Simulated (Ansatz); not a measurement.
Set up this calculation in Ansatz 0.2.0, as the native input.

```yaml
Task: single point
Functional: PBEsol
Potentials_or_basis: Ansatz PAW
Cutoff: "420 eV (not typed: the program's choice for these potentials)"
k_mesh: 12 × 12 × 12
Occupations: fermi-dirac, width 0.05 eV
Spin: no spin polarisation
```

Crystal: BW.

```
CELL_PARAMETERS angstrom
-1.55750 1.55750 8.46500
1.55750 -1.55750 8.46500
1.55750 1.55750 -8.46500
ATOMIC_POSITIONS crystal
W 0.78273 0.80071 0.97790
W 0.55964 0.05542 0.50834
W 0.95969 0.44881 0.51654
W 0.20986 0.20890 0.02115
B 0.64170 0.63222 0.98419
B 0.39727 0.87585 0.47780
B 0.11513 0.59971 0.51441
B 0.35877 0.35214 0.99997
```

The cell isn't the ideal one: atoms moved at random, drawn with an rms of 0.05 Å.

These files were run (other wordings do the same):

input.yaml

```yaml
crystal:
  lattice:
    - [-1.5575, 1.5575, 8.465]
    - [1.5575, -1.5575, 8.465]
    - [1.5575, 1.5575, -8.465]
  atoms:
    - { symbol: W, position: [0.782725, 0.800713, -0.022105] }
    - { symbol: W, position: [0.559636, 0.05542, 0.508337] }
    - { symbol: W, position: [0.95969, 0.448813, 0.516541] }
    - { symbol: W, position: [0.209864, 0.2089, 0.021153] }
    - { symbol: B, position: [0.641698, 0.632222, -0.01581] }
    - { symbol: B, position: [0.397273, 0.875847, 0.477799] }
    - { symbol: B, position: [0.115125, 0.599712, 0.514415] }
    - { symbol: B, position: [0.35877, 0.352138, -3.0e-05] }
hamiltonian:
  xc: pbesol
  pseudopotentials: { kind: paw }
kpoints:
  mp_grid: { grid: [12, 12, 12] }
scf:
  occupations: { method: fermi_dirac, width: 0.05 }
output:
  forces: true
  stress: true
  eigenvalues: true
```

Potentials or basis: Ansatz PAW.

Command:

```sh
$ ansatz run input.yaml --threads 4 --pin off --max-ram 11264MiB --backend cpu --events-out ev --progress --plain --runs-dir out
```

Results of the run:

```
Pressure               : 5.5 GPa
Largest force          : 3.140 eV/Å
Band gap on the k mesh : none (metal or under the smearing width)
```

Caveat: the PAW data sets come from PBE, with cores solved anew for the run's functional, which leaves a small shift of forces and pressure.

Wall time 50 s on 4 threads of Intel(R) Xeon(R) Platinum 8375C CPU @ 2.90GHz (Ice Lake) (shared host), peak memory 2.1 GiB.
